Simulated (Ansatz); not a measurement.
# WF5: the cost of one run

Program: Ansatz 0.2.0. Level of theory: DFT r2SCAN, scalar-relativistic, plane waves, PAW. These are calculated values, not measurements.

1 further run of the same task is left out (set aside as unsound or not needed).

## 1. The structure to begin with

The structure is orthorhombic, space group Cmcm (No. 63). Conventional cell: a = 3.600 Å, b = 11.039 Å, c = 8.556 Å, α = 90.00°, β = 90.00°, γ = 90.00°. W (site symmetry 2/m) is surrounded by 8 F at 1.91 to 2.15 Å. F (site symmetry m2m) is surrounded by 2 W at 2.15 Å. F (site symmetry m) is surrounded by 2 W at 2.12 Å. F (site symmetry m) is surrounded by 1 W at 1.91 Å.

Coordinates:

```cif
data_structure
_symmetry_space_group_name_H-M 'P 1'
_symmetry_Int_Tables_number 1
_cell_length_a 5.8058
_cell_length_b 5.8058
_cell_length_c 8.5564
_cell_angle_alpha 90.000
_cell_angle_beta 90.000
_cell_angle_gamma 143.873
_cell_volume 170.04
loop_
_atom_site_label
_atom_site_type_symbol
_atom_site_fract_x
_atom_site_fract_y
_atom_site_fract_z
_atom_site_occupancy
W1 W 0.50000 0.50000 0.00000 1
W2 W 0.50000 0.50000 0.50000 1
F1 F 0.52163 0.47837 0.75000 1
F2 F 0.47837 0.52163 0.25000 1
F3 F 0.92374 0.07626 0.08485 1
F4 F 0.07626 0.92374 0.91515 1
F5 F 0.65945 0.34055 0.41425 1
F6 F 0.34055 0.65945 0.58575 1
F7 F 0.34055 0.65945 0.91425 1
F8 F 0.65945 0.34055 0.08575 1
F9 F 0.92374 0.07626 0.41515 1
F10 F 0.07626 0.92374 0.58485 1
```

(A quick probe on a coarse mesh, which set the mesh and smearing, is not shown.)

## 3. Rough relaxation on the coarse mesh

File input.yaml:

```yaml
crystal:
  lattice:
    - [1.800211, -5.519685, 0.0]
    - [1.800211, 5.519685, 0.0]
    - [0.0, 0.0, 8.556372]
  atoms:
    - { symbol: W, position: [0.5, 0.5, 0.0], spin: 0.51 }
    - { symbol: W, position: [0.5, 0.5, 0.5], spin: 0.51 }
    - { symbol: F, position: [0.521625, 0.478375, 0.75] }
    - { symbol: F, position: [0.478375, 0.521625, 0.25] }
    - { symbol: F, position: [0.923737, 0.076263, 0.084853] }
    - { symbol: F, position: [0.076263, 0.923737, 0.915147] }
    - { symbol: F, position: [0.659446, 0.340554, 0.414251] }
    - { symbol: F, position: [0.340554, 0.659446, 0.585749] }
    - { symbol: F, position: [0.340554, 0.659446, 0.914251] }
    - { symbol: F, position: [0.659446, 0.340554, 0.085749] }
    - { symbol: F, position: [0.923737, 0.076263, 0.415147] }
    - { symbol: F, position: [0.076263, 0.923737, 0.584853] }
basis:
  ecutwfc: 500
kpoints:
  mp_grid: { grid: [6, 6, 2] }
hamiltonian:
  xc: r2scan
scf:
  occupations: { method: gaussian, width: 0.1 }
  lower_state_search: "off"
output:
  forces: true
  stress: true
  eigenvalues: true
  populations: true
magnetization:
  spin_polarized: true
relax:
  adjacent_minimum: "off"
  f_tol: 0.04
  max_steps: 70
  cell: { stress_tol: 0.4 }
```

On the command line:

```bash
> ansatz run input.yaml --threads 1 --pin off --max-ram 3072MiB --backend cpu --events-out ev --progress --plain --runs-dir out
```

What time and memory should one allow on 1 thread of Arm Neoverse V2, shared host?

About 6 min, with a peak of 1.3 GiB.
